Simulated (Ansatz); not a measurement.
# HfMoC2 (P4/mmm) in Ansatz: a series of runs, part 3 of 3

Ansatz 0.2.0.

## 6. Relaxation of cell and atoms, r2SCAN+rVV10

File input.yaml:

```yaml
crystal:
  lattice:
    - [3.191423, 0.0, 0.0]
    - [0.0, 3.191423, 0.0]
    - [0.0, 0.0, 4.485164]
  atoms:
    - { symbol: Hf, position: [0.0, 0.0, 0.0] }
    - { symbol: Mo, position: [0.5, 0.5, 0.5] }
    - { symbol: C, position: [0.5, 0.5, 0.0] }
    - { symbol: C, position: [0.0, 0.0, 0.5] }
hamiltonian:
  xc: r2scan
  pseudopotentials: { kind: paw }
  dispersion: rvv10
kpoints:
  mp_grid: { grid: [8, 8, 6] }
scf:
  occupations: { method: fermi_dirac, width: 0.05 }
output:
  forces: true
  stress: true
  eigenvalues: true
  write_density: true
  write_potential: true
  elf: true
  volumetric_format: npy
relax:
  f_tol: 0.01
  max_steps: 40
  cell: { stress_tol: 0.05 }
```

Potentials or basis: Ansatz PAW.

Launch:

```sh
> ansatz run input.yaml --threads 2 --pin off --max-ram 5632MiB --backend cpu --events-out ev --progress --plain --runs-dir out
```

Log:

```text
Warning: RAYON_NUM_THREADS=2 ignored (pool sized by the plan → 2); use --threads N
Engine: ansatz 0.2.0, x86_64-unknown-linux-gnu
Pseudopotentials: kind: paw
Pseudopotential: Hf, paw, valence charge 26, recommended cutoff 500 eV (meta_gga), Hf.paw.azcp
Pseudopotential: Mo, paw, valence charge 14, recommended cutoff 500 eV (meta_gga), Mo.paw.azcp
Pseudopotential: C, paw, valence charge 4, recommended cutoff 500 eV (meta_gga), C.paw.azcp
Functional definition: r2SCAN+rVV10
  parameter k0 = 0.174
  parameter k1 = 0.065
  parameter a1 = 4.9479
  exchange = r2scan_x(k0 = k0, k1 = k1, a1 = a1)
  correlation = r2scan_c + rvv10(11.95, 0.0093)
Crystal: 4 atoms, lattice volume = 45.682 Å³
Basis set: ecut = 500 eV, 1149 PW (Γ), exchange–correlation on 108×108×160 points (64 copies of the dense FFT grid, shifted against one another)
Bands: 29, of which v1, the nominal top of the filled ones, is band 24 counted from 1 (23 counted from 0)
Symmetry: 16 space group operations
Space group: P4/mmm (ITA 123), of the structure as read, at distance tolerance 3.6e-5 Å
k-points: 60 of 384
Non-local potential: Hf, projectors of the file, l = 0: 3, l = 1: 2, l = 2: 2, l = 3: 3
Non-local potential: Mo, projectors of the file, l = 0: 3, l = 1: 2, l = 2: 2, l = 3: 1
Non-local potential: C, projectors of the file, l = 0: 2, l = 1: 2, l = 2: 1
PAW form: soft (Blöchl's): semilocal exchange-correlation on the pseudo side does not see the compensation charge
rVV10 density: all electrons in the spheres
PAW frozen core: Hf, regenerated for the run's functional (the file was generated under x = pbe(κ = 0.804, μ = 0.2195149727645171), c = pbe(β = 0.06672455060314922))
PAW frozen core: Mo, regenerated for the run's functional (the file was generated under x = pbe(κ = 0.804, μ = 0.2195149727645171), c = pbe(β = 0.06672455060314922))
PAW frozen core: C, regenerated for the run's functional (the file was generated under x = pbe(κ = 0.804, μ = 0.2195149727645171), c = pbe(β = 0.06672455060314922))
PAW one-centre angular grid: Hf, 974 points (default); XC on 160 Gauss nodes
PAW one-centre angular grid: Mo, 590 points (default); XC on 160 Gauss nodes
PAW one-centre angular grid: C, 302 points (default); XC on 239 of its mesh's 2573 points in the sphere
Initial density: superposition of atomic densities (neutral atoms: chi_scale 0, normalization atom), corrected by the library's trained network
Initial wavefunctions: pseudopotential atomic-orbital guess
Functional: x = r2scan, c = r2scan + rvv10(b = 11.95, C = 0.0093); τ floored in thin density (d = 2e-4 eV/Å³)
SCF iter   1: F=—  HF=-21201.250798 eV  |F-HF|=—  |Δ(HF+E_count)|=         —  Δρ=1.59e-2  dr2=1.79e-1  dr2_τ=2.92e-1  ethr=1.77e-3  ⟨swp⟩=5.8  Hψ=6392  notcnv=0
preconditioner: auto → Kerker (q_TF=auto, 2.751 Å⁻¹)  [metal: Δε(μ)=0.060 eV  Ē_g=14.797 eV  σ=0.050 eV  W_gap=0.29  n_scr=14 (ndim 8)  ℏωp=33.9 eV  f_vac=0.000  D(μ)=1.89/eV (n_scr^D=14)]
SCF iter   2: F=—  HF=-21201.293833 eV  |F-HF|=—  |Δ(HF+E_count)|=   4.30e-2  Δρ=6.08e-3  dr2=1.16e-2  dr2_τ=6.99e-3  ethr=3.72e-4  ⟨swp⟩=2.0  Hψ=3471  notcnv=0
SCF iter   3: F=—  HF=-21201.293308 eV  |F-HF|=—  |Δ(HF+E_count)|=   5.26e-4  Δρ=4.04e-3  dr2=4.48e-3  dr2_τ=2.12e-4  ethr=2.41e-5  ⟨swp⟩=2.0  Hψ=2568  notcnv=0
SCF iter   4: F=—  HF=-21201.294292 eV  |F-HF|=—  |Δ(HF+E_count)|=   9.85e-4  Δρ=1.82e-3  dr2=1.14e-3  dr2_τ=9.43e-5  ethr=9.33e-6  ⟨swp⟩=2.7  Hψ=3143  notcnv=0
SCF iter   5: F=—  HF=-21201.294728 eV  |F-HF|=—  |Δ(HF+E_count)|=   4.35e-4  Δρ=4.29e-4  dr2=6.23e-5  dr2_τ=8.12e-6  ethr=2.37e-6  ⟨swp⟩=2.0  Hψ=2763  notcnv=0
SCF iter   6: F=—  HF=-21201.294825 eV  |F-HF|=—  |Δ(HF+E_count)|=   9.77e-5  Δρ=1.62e-4  dr2=7.80e-6  dr2_τ=3.68e-7  ethr=1.30e-7  ⟨swp⟩=2.0  Hψ=2711  notcnv=0
SCF iter   7: F=—  HF=-21201.294844 eV  |F-HF|=—  |Δ(HF+E_count)|=   1.86e-5  Δρ=3.23e-5  dr2=4.25e-7  dr2_τ=2.70e-8  ethr=1.62e-8  ⟨swp⟩=2.0  Hψ=3056  notcnv=0
SCF iter   8: F=-21201.294845 eV  HF=-21201.294845 eV  |F-HF|=1.75e-8  |Δ(HF+E_count)|=   7.36e-7  Δρ=9.13e-6  dr2=2.87e-8  dr2_τ=6.37e-9  ethr=2.08e-10  ⟨swp⟩=10.2  Hψ=12897  notcnv=0
SCF 1 converged in 8 iterations: F = -21201.294845 eV  dr2 = 2.87e-8
[... 59 lines left out ...]
SCF iter   4: F=—  HF=-21201.310332 eV  |F-HF|=—  |Δ(HF+E_count)|=   2.48e-9  Δρ=1.54e-6  dr2=7.92e-10  dr2_τ=1.36e-10  ethr=7.65e-12  ⟨swp⟩=2.0  Hψ=3109  notcnv=0
SCF iter   5: F=—  HF=-21201.310332 eV  |F-HF|=—  |Δ(HF+E_count)|=  9.39e-10  Δρ=6.93e-7  dr2=1.60e-10  dr2_τ=2.60e-11  ethr=1.65e-12  ⟨swp⟩=2.0  Hψ=2680  notcnv=0
SCF iter   6: F=-21201.310332 eV  HF=-21201.310332 eV  |F-HF|=1.46e-11  |Δ(HF+E_count)|=  1.53e-10  Δρ=1.89e-7  dr2=1.68e-11  dr2_τ=4.04e-12  ethr=1.00e-12  ⟨swp⟩=6.0  Hψ=8092  notcnv=0
SCF 6 converged in 6 iterations: F = -21201.310332 eV  dr2 = 1.68e-11
relax step   6: F+E_penalty+E_count = -21201.31033169 eV  Δ(F+E_penalty+E_count) = +2.273e-4 eV  max|allowed force component| = 2.416e-30 eV/Å  Δτ_max = 0.0000 Å  P = +0.001 GPa  Ω = 44.925 Å³  stress off target by 5.89e-3 GPa  SCF on the basis re-selected at this cell (its energy is not comparable with the rows above)  (6 SCF iters)
basis re-selected at this cell: Δ(F+E_penalty+E_count) = +2.273e-4 eV, ΔP = +0.001 GPa vs the last step (what re-selecting the basis moved, of the pressure what is left beyond the Pulay correction that the steps carried, after the strain that the cell walked since its last selection, with what the two solves' SCF thresholds leave and, on support functions, any second-order correction that the steps lacked; it is no measure of the basis error at this ecutwfc). This SCF's stress stands 5.89e-3 GPa from its target on what of the cell is left free (relax.cell.stress_tol is 5.00e-2 GPa) and its largest allowed force component is 2.42e-30 eV/Å (relax.f_tol is 1.00e-2 eV/Å): within both
SCF converged after 6 iterations
Free energy (F): -21201.310332 eV
Harris-Foulkes:  -21201.310332 eV  (|F-HF|=1.46e-11)
Internal energy: -21201.300904 eV  (E = F + TS)
E sigma→0 (E₀):  -21201.305618 eV
Entropy (-TS):   -0.009427 eV (-2.357 meV/atom)
Fermi energy:    20.993074 eV
--- Per-component energies (eV) ---
  E_band       = 70.299605
  E_kinetic    = 1044.036096
  E_local      = -6081.217548  (includes V_loc(G=0)·N_el)
  E_nonlocal   = -1053.807517
  E_hartree    = 2771.794146
  E_xc         = -554.699739
  E_vxc        = -682.365949  (∫ρ·V_xc dr)
  E_paw        = -10371.007983  (= ΣΔE_a)
  E_vpaw       = 1262.172866  (= ΣTr[D̂ρ^β])
  E_aug_tail   = 0.000008  (compensation charges beyond the density's cutoff)
  E_vtau       = 37.893307  (kinetic-family band-sum trace: ∫τ·v_τ [+ j·A + Jᵃ·Aᵃ] dr)
  E_ewald      = -6956.449137
  E_core_change = 0.050771  (= ΣΔE_core)
  E_smearing   = -0.009427  (= −TS)
  E_closure    = 0.000000  (closes the sum)
  Σ components = -21201.310332   (vs F -21201.310332, Δ=0.00e0)
--- Forces (eV/Å), atoms counted from 1 ---
  atom   1  Hf     0.00000000     0.00000000     0.00000000
  atom   2  Mo     0.00000000     0.00000000     0.00000000
  atom   3  C     -0.00000000     0.00000000     0.00000000
  atom   4  C      0.00000000     0.00000000     0.00000000
  max |Σ_I F_I| component: 2.96e-30 eV/Å
--- Stress (GPa, compression-positive) ---
       -0.001103       0.000000       0.000000
        0.000000      -0.001103       0.000000
        0.000000       0.000000       0.005893
  P = ⅓ Tr σ = 0.0012 GPa (0.012 kbar)
--- Band table (eV; the first three rows and the last of 60) ---
  k-point 0: bands = ["-43.0591", "-42.3345", "-16.3872", "-16.3030", "-16.3030", "-10.5917", "-10.2965", "-10.2965", "6.4787", "8.2071", "9.2246", "9.2314", "9.2314", "9.2565", "9.2874", "9.2891", "9.2891", "16.8203", "17.0164", "19.5153", "19.5153", "19.5761", "19.5761", "20.5347", "20.6840", "20.9998", "20.9998", "21.0416", "21.4867"]
  k-point 1: bands = ["-43.0583", "-42.3354", "-16.3861", "-16.3023", "-16.3023", "-10.6064", "-10.2974", "-10.2974", "6.7329", "8.2833", "9.2317", "9.2317", "9.2516", "9.2556", "9.2871", "9.2898", "9.2898", "16.4206", "16.9331", "18.8445", "19.1046", "19.1046", "19.4524", "19.4524", "20.4292", "20.5660", "21.6458", "21.6458", "23.5245"]
  k-point 2: bands = ["-43.0568", "-42.3370", "-16.3838", "-16.3011", "-16.3011", "-10.6358", "-10.2992", "-10.2992", "7.3840", "8.3506", "9.2322", "9.2322", "9.2539", "9.2866", "9.2913", "9.2913", "9.3150", "15.4754", "16.7850", "17.2065", "18.6767", "18.6767", "19.1594", "19.1594", "19.8933", "20.6310", "22.7041", "22.7041", "25.0321"]
  k-point 59: bands = ["-43.0157", "-42.2920", "-16.5274", "-16.5274", "-16.3315", "-10.7290", "-10.7290", "-10.5439", "8.6961", "9.1512", "9.2363", "9.2471", "9.2471", "9.2889", "9.2889", "9.2965", "9.6294", "15.8818", "16.3673", "16.3673", "16.4167", "16.4320", "16.4320", "22.1968", "22.1968", "22.4798", "24.4258", "24.4258", "24.6745"]
--- Relaxed structure (5 steps of the walk, 5 accepted, 1 SCFs on fresh bases) ---
  F+E_penalty+E_count = -21201.31033169 eV   max|allowed force component| = 2.416e-30 eV/Å   (the final SCF, on the basis selected at the relaxed cell)
  cell:  # Å, volume = 44.9253 Å³
    - [3.1831944205467013, -2.068647937264849e-34, 0.0]
    - [-1.9880512643844e-34, 3.1831944205467013, 0.0]
    - [0.0, 0.0, 4.433680971800085]
  atoms:
    - { symbol: Hf, position: [7.085560754862896e-36, -1.1640354445597028e-36, 0.0] }
    - { symbol: Mo, position: [0.5, 0.5, 0.5] }
    - { symbol: C, position: [0.5, 0.5, 0.0] }
    - { symbol: C, position: [-7.528821953023622e-36, 1.0164735499759455e-36, 0.5] }
```

v_z.tsv:

```text
# z_ang	v_es[eV]	v_tot[eV]
# format = ansatz-planar-average/11
# xc	r2scan
# density_cutoff_ev	2500
# datasets	Hf=:simpson_from_first_knot:soft:shift=0	Mo=:simpson_from_first_knot:soft:shift=0	C=:simpson_from_first_knot:soft:shift=0
# lattice	3.183194421	-0.000000000	0.000000000
# lattice	-0.000000000	3.183194421	0.000000000
# lattice	0.000000000	0.000000000	4.433680972
# sites	4
# site	72	0.000000000	-0.000000000	0.000000000
# site	42	1.591597210	1.591597210	2.216840486
# site	6	1.591597210	1.591597210	0.000000000
# site	6	-0.000000000	0.000000000	2.216840486
0.000000	1.813009e0	-1.599506e1
0.110842	2.284788e0	-1.530565e1
0.221684	3.622074e0	-1.346273e1
0.332526	5.652921e0	-1.054407e1
0.443368	8.179142e0	-6.948434e0
0.554210	1.092187e1	-2.967469e0
[... 32 lines left out ...]
4.211997	3.622074e0	-1.346273e1
4.322839	2.284788e0	-1.530565e1
```

It took 46 s on 2 threads of AMD EPYC 7R43 (Zen 3), shared host; peak memory 0.63 GiB.

What came out:

| Item | Value |
| --- | --- |
| Free energy | -21201.3103 eV |
| Relaxed volume | 11.23 Å³/atom |
| Relaxed cell | a = 3.183 Å, b = 3.183 Å, c = 4.434 Å, α = 90.00°, β = 90.00°, γ = 90.00° |
| Space group after relaxing (to 0.05 Å) | P4/mmm (No. 123) |
| Energy gained by relaxing | 3.9 meV/atom |
| Ionic steps | 6 |
| Pressure after relaxing | 0.0 GPa |
| Band gap on the k mesh | none (metal or under the smearing width) |

The path:
| step | energy change (eV) | largest force (eV/Å) | volume (Å³) |
| --- | --- | --- | --- |
| 1 | 0.0000 | 0.0000 | 45.68 |
| 2 | -0.0125 | 0.0000 | 44.53 |
| 3 | -0.0156 | 0.0000 | 44.92 |
| 4 | -0.0157 | 0.0000 | 44.92 |
| 5 | -0.0157 | 0.0000 | 44.93 |
| 6 | -0.0155 | 0.0000 | 44.93 |

Final structure:
```xyz
4
Lattice="3.1832 0.0000 0.0000 0.0000 3.1832 0.0000 0.0000 0.0000 4.4337" Properties=species:S:1:pos:R:3 pbc="T T T"
Hf    0.0000    0.0000    0.0000
Mo    1.5916    1.5916    2.2168
C     1.5916    1.5916    0.0000
C     0.0000    0.0000    2.2168
```

Levels at points of the mesh, in eV from the Fermi level:
```tsv
k point	band 22	band 23	band 24	band 25	band 26	band 27
(0.00, 0.00, 0.00)	-1.42	-1.42	-0.46	-0.31	0.01	0.01
(0.00, 0.00, -0.50)	-2.46	-1.97	-1.97	-1.40	-0.33	2.25
(0.00, -0.50, 0.00)	-4.07	-3.99	-0.48	1.04	2.31	3.44
(0.00, -0.50, -0.50)	-4.79	-4.64	1.09	1.16	1.87	4.81
(-0.50, -0.50, 0.00)	-1.40	-1.21	-1.21	-1.04	1.18	1.48
(-0.50, -0.50, -0.50)	-4.56	-4.56	1.20	1.20	1.49	3.43
```

Caveat: the plane-wave basis is chosen anew once the cell has moved, so the energies of steps on either side of that aren't comparable; pairwise dispersion overbinds metals, which lowers pressure and volume; the PAW data sets come from PBE, with cores solved anew for the run's functional, which leaves a small shift of forces and pressure. Spin-orbit coupling is left out, which matters for the levels of Hf.

## 7. Overview

```csv
level,gap on the mesh (eV),pressure (GPa),relaxed volume (Å³/atom)
r2SCAN,none,0.0,11.30
r2SCAN+D3(BJ),none,0.0,11.19
r2SCAN+D3(BJ)-ATM,none,0.0,11.23
r2SCAN+D4,none,0.0,11.23
r2SCAN+rVV10,none,0.0,11.23
```

Alike in all rows: task relaxation of cell and atoms; potentials or basis Ansatz PAW; no spin polarisation; cell relaxed; k mesh 8 × 8 × 6; cutoff (eV) 500; smearing fermi-dirac 0.05 eV.

Caveats: the plane-wave basis is chosen anew once the cell has moved, so the energies of steps on either side of that aren't comparable; the PAW data sets come from PBE, with cores solved anew for the run's functional, which leaves a small shift of forces and pressure; pairwise dispersion overbinds metals, which lowers pressure and volume (some runs); the dispersion damping was fitted for another functional or another form of the correction (some runs).

Total energies depend on the potentials used, so only differences within one code and one set of settings carry meaning.
